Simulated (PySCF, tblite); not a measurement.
**C₄H₇NO₃Si₂: geometry, infrared bands and NMR shifts**

Wanted: the infrared bands and NMR shifts of C₄H₇NO₃Si₂ (`C#C[Si](O)(O)O[SiH2]CC#N`), by calculation.

The runs use tblite 0.8.0 and PySCF 2.14.0, with density-fitted response routines of our own; the level of theory stands in each step. All values are computed, except where a source is named. Atoms count from 0, in the outputs and in this text.

## 1. The molecule as given

17 atoms, charge 0, multiplicity 1; geometry from: force field or distance geometry start.

Bonds of the start (Å): C0–C1 1.20, C1–Si2 1.88, Si2–O3 1.64, Si2–O4 1.66, Si2–O5 1.64, O5–Si6 1.67, Si6–C7 1.86, C7–C8 1.46, C8–N9 1.15, C0–H10 1.07, O3–H11 0.98, O4–H12 0.97, Si6–H13 1.48, Si6–H14 1.48, C7–H15 1.11, C7–H16 1.10.

## 2. Relaxing the molecule with GFN2-xTB

The job: settings as JSON, then the geometry in Å.

```
{"job": {"kind": "relax", "xc": "GFN2-xTB", "basis": "xTB"}, "charge": 0, "multiplicity": 1}
C     -2.370200     2.508300     1.490400
C     -2.107300     1.455200     0.990100
Si    -1.658300    -0.203600     0.237100
O     -1.261900    -1.301600     1.384700
O     -2.964500    -0.828600    -0.572400
O     -0.416100    -0.081500    -0.832100
Si     1.221500     0.220600    -0.785800
C      2.156800    -0.916700     0.357200
C      3.596000    -0.661200     0.330400
N      4.730100    -0.460800     0.324800
H     -2.625800     3.450700     1.926600
H     -2.035500    -1.752100     1.786400
H     -3.166700    -0.373500    -1.403900
H      1.421400     1.628100    -0.372100
H      1.732000     0.094300    -2.165600
H      1.775300    -0.807900     1.389200
H      1.966100    -1.957800     0.065000
```

On the command line:

```bash
$ OMP_NUM_THREADS=1 python probes_run.py task.json out
```

The driver reads the jobs from task.json and runs them one after another.

**Question.** This job is followed by: GFN2-xTB harmonic vibrations, gas phase; GIAO PBE0/pcSseg-1 NMR shielding, non-relativistic, gas phase. Predict these results of the whole session: strongest single infrared mode (GFN2-xTB); zero-point energy (GFN2-xTB); 13C shifts against TMS (PBE0/pcSseg-1); 1H shifts against TMS (PBE0/pcSseg-1, means over atoms taken as alike); 29Si shifts against TMS (PBE0/pcSseg-1); 17O shifts against H2O (PBE0/pcSseg-1, means over atoms taken as alike); 15N shifts against NH3 (PBE0/pcSseg-1).

The runs gave:

| quantity | value |
| --- | --- |
| strongest single infrared mode (GFN2-xTB) | 1077 cm⁻¹, 867 km/mol |
| zero-point energy (GFN2-xTB) | 64.7 kcal/mol |
| 13C shifts against TMS (PBE0/pcSseg-1) | 119.7, 97.7, 86.1, 2.7 ppm |
| 1H shifts against TMS (PBE0/pcSseg-1, means over atoms taken as alike) | 5.19, 2.34, 2.08, 1.72 ppm |
| 29Si shifts against TMS (PBE0/pcSseg-1) | -27.9, -80.9 ppm |
| 17O shifts against H2O (PBE0/pcSseg-1, means over atoms taken as alike) | 75.8, 57.4 ppm |
| 15N shifts against NH3 (PBE0/pcSseg-1) | 296.9 ppm |

In words: Over 58 steps the energy fell by 0.241 eV; of the close pairs, Si6–C7 changed most, 1.864 to 1.916 Å. The lowest mode is slightly imaginary (4i cm⁻¹), a soft motion within the noise of the Hessian, so the minimum is not strictly shown. The strongest single mode, at 1077 cm⁻¹, moves mainly O5. Unscaled tight-binding wavenumbers are off by several per cent, some by more. Its intensities can rank the bands wrongly. The most deshielded carbon is C8 (nitrile carbon), at 119.7 ppm: typical of a nitrile. At PBE0/pcSseg-1: The largest span, 514 ppm, is at N9, where the paramagnetic term is -368 ppm.
